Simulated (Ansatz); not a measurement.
# ZnTeH4N2: a short molecular-dynamics run

A trajectory of ZnTeH4N2, a randomly packed cell with 16 atoms that was not relaxed first: 20 steps of 0.25 fs under a Nosé-Hoover thermostat at 600 K.

All numbers below are computed with Ansatz 0.2.0 (DFT PBE, plane waves, PAW, scalar-relativistic, no spin polarisation).

## (1) The starting structure

The cell holds 16 atoms (H8N4Te2Zn2): a = 4.643 Å, b = 7.914 Å, c = 6.061 Å, α = 103.22°, β = 85.42°, γ = 87.38°.

As a file:

```xyz
16
Lattice="4.6193 0.3405 0.3153 -0.1788 7.8915 -0.5733 0.1487 -0.9524 5.9841" Properties=species:S:1:pos:R:3 pbc="T T T"
Zn    0.3145    5.8157    3.4478
Zn    3.1019    3.0009    3.5063
Te    0.9971    5.6006    0.3224
Te    1.0531    2.1046    1.3460
N     0.5120    2.2993    4.8262
N     4.0636    0.6935    4.6686
H     2.0493    7.1933    4.2913
H     2.2354    2.4988    5.5619
H     1.2536    0.8269    3.7132
H     4.3897    4.5015    2.2753
N     3.4019    4.1546    0.7120
N     4.1876    0.3307    0.6527
H     4.2564    0.6449    2.6570
H     3.4212    4.5634    5.2603
H     3.4452    2.1698    0.5540
H     2.1782    0.9334    5.0571
```

## (2) Dynamics

The input, input.yaml:

```yaml
crystal:
  lattice:
    - [4.619311, 0.34051, 0.315285]
    - [-0.178807, 7.89151, -0.573276]
    - [0.148671, -0.952401, 5.984102]
  atoms:
    - { symbol: Zn, position: [0.078602, 0.811987, 0.649801] }
    - { symbol: Zn, position: [0.668849, 0.422761, 0.591197] }
    - { symbol: Te, position: [0.239907, 0.712563, 0.109497] }
    - { symbol: Te, position: [0.231317, 0.285695, 0.240113] }
    - { symbol: "N", position: [0.098882, 0.388296, 0.838485] }
    - { symbol: "N", position: [0.86108, 0.141041, 0.748308] }
    - { symbol: H, position: [0.456491, 0.986876, 0.787606] }
    - { symbol: H, position: [0.469427, 0.410314, 0.944024] }
    - { symbol: H, position: [0.25787, 0.168859, 0.623107] }
    - { symbol: H, position: [0.960182, 0.575431, 0.384759] }
    - { symbol: "N", position: [0.752052, 0.50948, 0.128165] }
    - { symbol: "N", position: [0.904935, 0.010393, 0.062384] }
    - { symbol: H, position: [0.911937, 0.091213, 0.404706] }
    - { symbol: H, position: [0.736938, 0.655452, 0.903008] }
    - { symbol: H, position: [0.753085, 0.251752, 0.077018] }
    - { symbol: H, position: [0.452236, 0.200199, 0.840444] }
kpoints:
  mp_grid: { grid: [3, 2, 3] }
magnetization:
  spin_polarized: false
scf:
  occupations: { method: fermi_dirac, width: 0.1 }
hamiltonian:
  pseudopotentials: { kind: paw }
  xc: pbe
basis:
  ecutwfc: 420
md:
  timestep: 0.25
  n_steps: 20
  ensemble: nvt_nose_hoover
  temperature: 600.0
  initial_velocities: maxwell_boltzmann
  seed: 75444
```

Launch:

```bash
$ ansatz run input.yaml --threads 2 --pin off --max-ram 2560MiB --backend cpu --events-out ev --progress --plain --runs-dir out
```

What does the calculation give? Wanted: temperature, first and last step; temperature, second half; potential energy, second half; largest change of the conserved energy; mean square displacement, second half.

As calculated:

| quantity | value |
| --- | --- |
| length | 20 steps of 0.25 fs |
| temperature, first and last step | 600 and 1294 K |
| temperature, second half | mean 971 K, from 734 to 1294 K |
| potential energy, second half | -45 meV/atom from the start |
| largest change of the conserved energy | 0.03 meV/atom |
| mean square displacement, second half | H 0.029, N 0.002, Zn 0.000, Te 0.000 Å² |

In words: Against a set 600 K the second half averages 971 K, going from 734 to 1294 K over that half; the potential energy of that half lies 45 meV/atom under the start, so the atoms have moved to lower-lying arrangements, and the energy set free heats the cell. The conserved energy strays from its start by at most 0.03 meV/atom, under 0.1 % of the mean kinetic energy, so a step of 0.25 fs is short enough over this time. Over the second half H atoms stand 0.2 Å (root mean square) from where they began, and the farthest move is 0.4 Å. Averages from a run of 5 fs with 16 atoms are rough. The nuclei move classically, without zero-point motion, which matters most for hydrogen. The k-mesh is coarse for this cell.
